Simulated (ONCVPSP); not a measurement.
**Pseudopotential generation for nitrogen: ONCV, PBEsol**

Task: generate the file, and judge it by its errors in other configurations, its logarithmic derivatives, its ghosts and its cutoff.

Program: ONCVPSP 4.0.1.1 (patched build). Reference atom: PBEsol, scalar-relativistic, spherical and spin-unpolarised. All values are calculated.

### Step 1. The design

Typed settings, in words:

| Quantity | Value |
| --- | --- |
| element | nitrogen (N, Z = 7) |
| type | optimised norm-conserving Vanderbilt (ONCV) |
| frozen core | [He] |
| valence charge | 5 |
| reference configuration | 2s2 2p3 |
| partial waves | 2s: rc 0.80 bohr, ncon 5, nbas 9, qcut 10.4 1/bohr, 3 projectors, debl 2.5 Ha; 2p: rc 1.70 bohr, ncon 4, nbas 7, qcut 9.7 1/bohr, 1 projector; d scattering state at 0.38 Ha: rc 1.80 bohr, ncon 3, nbas 6, qcut 4.7 1/bohr, 2 projectors, debl 0.9 Ha |
| local potential | polynomial inside 0.60 bohr (lpopt 5, dvloc0 3 Ha) |
| core correction | polynomial model core, fcfact 0.7 |

### Step 2. Generation

Input file N.dat:

```
# ATOM AND REFERENCE CONFIGURATION
# atsym  z   nc   nv     iexc    psfile
  N 7.00    1    2  -116133      upf
#
#   n    l    f
    1    0    2.00
    2    0    2.00
    2    1    3.00
#
# PSEUDOPOTENTIAL AND OPTIMIZATION
# lmax
    2
#
#   l,   rc,      ep,       ncon, nbas, qcut
    0    0.80    0.00    5    9   10.40
    1    1.70    0.00    4    7    9.70
    2    1.80    0.38    3    6    4.70
#
# LOCAL POTENTIAL
# lloc, lpopt,  rc(5),   dvloc0
    4    5    0.60    3.00
#
# VANDERBILT-KLEINMAN-BYLANDER PROJECTORs
# l, nproj, debl
    0    3    2.50
    1    1    1.00
    2    2    0.90
#
# MODEL CORE CHARGE
# icmod, fcfact, rcfact
    1    0.70    0.00
#
# LOG DERIVATIVE ANALYSIS
# epsh1, epsh2, depsh
   -2.00    5.00    0.02
#
# OUTPUT GRID
# rlmax, drl
    6.00    0.01
#
# TEST CONFIGURATIONS
# ncnf
    4
# nvcnf
#   n    l    f
    2
    2    0    2.00
    2    1    2.00
#
    2
    2    0    2.00
    2    1    1.00
#
    2
    2    0    2.00
    2    1    0.00
#
    2
    2    0    0.00
    2    1    5.00
#
```

Run with:

```console
oncvpsp.x < N.dat > N.out
```

Before running it: what results should come out? Wanted: cutoffs for 1 and 0.1 mHa per electron, occupied waves; bound ghosts; GHOST(+) flags; largest test error; largest phase difference near zero energy, channels read; rms error of d²Exc/dn², without and with the model core.

**Answer**, as computed:

| quantity | value |
| --- | --- |
| cutoffs for 1 and 0.1 mHa per electron, occupied waves | 29 Ha and 274 Ha |
| bound ghosts | s at -403.14 eV |
| GHOST(+) flags | d at 89 eV |
| largest test error (AE − PS) | +574 meV, for 2s2 2p0 |
| largest phase difference near zero energy, channels read | 0.003 rad |
| rms error of d²Exc/dn², without and with the model core | 1.80 and 1.23 mHa |

**Reading.** A bound ghost (s) makes it unfit for use: electrons can fall into a state that the atom doesn't have. Close by lies the frozen 1s level (-383.1 eV). By total energies transferability is poor: the largest error is 574 meV on 89.1 eV, for 2s2 2p0. That test lies far up in energy; among those under 40 eV, nearer to bonding, the largest error is 18 meV. The potential is of middling hardness: the looser tolerance needs 29 Ha. The tighter tolerance needs 274 Ha, and converged work needs a cutoff nearer that. At the looser tolerance the 2s wave is the slowest; 2p needs 26 Ha. Near zero energy the phases of the channels with partial waves agree within 0.003 rad. The program also flags highly localised states, GHOST(+) (d). These are tests on the free atom; a crystal test is still owed.
